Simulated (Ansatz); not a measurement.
# CuF (wurtzite type): Wannier functions and tight-binding models

Aim: build maximally localised Wannier functions for CuF (wurtzite type) from several sets of trial orbitals, and check spreads and centres, and how well the models interpolate the bands. Plan: PBE, metal d and anion p, disentangled, 9×9×4; HSE06, anion s p, 9×9×4; HSE06, metal d, 9×9×4 (level, trial orbitals, Wannier mesh).

Computed with Ansatz 0.2.0 (plane waves, PAW, unless a step's input says otherwise).

1 further run of the same task is left out (it didn't finish).

**1. The starting structure**

Symmetry: P6_3mc, No. 186, hexagonal system. Conventional cell: a = 2.790 Å, b = 2.790 Å, c = 6.721 Å, α = 90.00°, β = 90.00°, γ = 120.00°. Cu (site symmetry 3m) has 4 F at 1.90 to 2.17 Å as nearest neighbours. F (site symmetry 3m) is surrounded by 4 Cu at 1.90 to 2.17 Å.

Structure file:

```xyz
4
Lattice="2.7898 0.0000 0.0000 -1.3949 2.4160 0.0000 0.0000 0.0000 6.7211" Properties=species:S:1:pos:R:3 pbc="T T T"
Cu    0.0000    1.6107    0.3091
Cu    1.3949    0.8053    3.6696
F     0.0000    1.6107    2.2113
F     1.3949    0.8053    5.5719
```

Cell and atoms come from an earlier r2SCAN relaxation. No spin polarisation is used; should the compound be magnetic, its bands and low-energy spectrum would differ.

**2. PBE, metal d and anion p, disentangled, 9×9×4**

input.yaml

```yaml
crystal:
  lattice:
    - [2.7897758198, 0.0, 0.0]
    - [-1.3948879099, 2.4160167308, 0.0]
    - [0.0, 0.0, 6.7211226043]
  atoms:
    - { symbol: Cu, position: [0.3333333333, 0.6666666667, 0.0459865611] }
    - { symbol: Cu, position: [0.6666666667, 0.3333333333, 0.5459865611] }
    - { symbol: F, position: [0.3333333333, 0.6666666667, 0.3290134389] }
    - { symbol: F, position: [0.6666666667, 0.3333333333, 0.8290134389] }
kpoints:
  mp_grid: { grid: [9, 9, 4] }
  band_path:
    path:
      - [[0.0, 0.0, 0.0], [0.5, -7.36364648007e-17, -9.160084184563e-35], [0.3333333333333, 0.3333333333333, -1.110531785418e-34], [0.0, 0.0, 0.0], [3.943474194635e-52, -7.286583740346e-52, 0.5], [0.5, -7.36364648007e-17, 0.5], [0.3333333333333, 0.3333333333333, 0.5], [3.943474194635e-52, -7.286583740346e-52, 0.5]]
      - [[0.5, -7.36364648007e-17, 0.5], [0.5, -7.36364648007e-17, -9.160084184563e-35]]
      - [[0.3333333333333, 0.3333333333333, 0.5], [0.3333333333333, 0.3333333333333, -1.110531785418e-34]]
    npoints: 10
hamiltonian:
  xc: pbe
scf:
  occupations: { method: fermi_dirac, width: 0.02 }
  n_extra_bands: 16
output:
  forces: false
  stress: false
  eigenvalues: true
  wannier:
    kmesh: [9, 9, 4]
    projections: [{ species: Cu, l: d, shell: 3 }, { species: F, l: p, shell: 2 }]
    minimise: true
    write_hr: true
    conv_tol: 1.0e-08
    max_iter: 3000
    disentanglement: { window: [-0.18, 18.97], frozen_window: [3.82, 10.97] }
```

Command:

```sh
ansatz run input.yaml --threads 4 --pin off --max-ram 3686MiB --backend cpu --events-out ev --progress --plain --runs-dir out
```

Further steps of the session: HSE06, anion s p, 9×9×4; HSE06, metal d, 9×9×4.

Before running them: what should the planned runs give, taken together? Wanted: total spread, PBE, metal d and anion p, disentangled, 9×9×4; total spread, HSE06, anion s p, 9×9×4; total spread, HSE06, metal d, 9×9×4; centres of the first set.

**Answer**, as computed:

| quantity | value |
| --- | --- |
| total spread, PBE, metal d and anion p, disentangled, 9×9×4 | 13.58 Å² over 16 functions |
| total spread, HSE06, anion s p, 9×9×4 | 5.66 Å² over 8 functions |
| total spread, HSE06, metal d, 9×9×4 | 7.90 Å² over 10 functions |
| centres of the first set | 0.01 to 0.29 Å from the nearest atom |

With PBE, metal d and anion p, disentangled, 9×9×4 the 16 functions move off the atoms, with a mean spread of 0.85 Å²; 90 % of the total is gauge invariant. The disentangled models miss some band by up to 1.2 eV, which may lie outside their frozen windows.
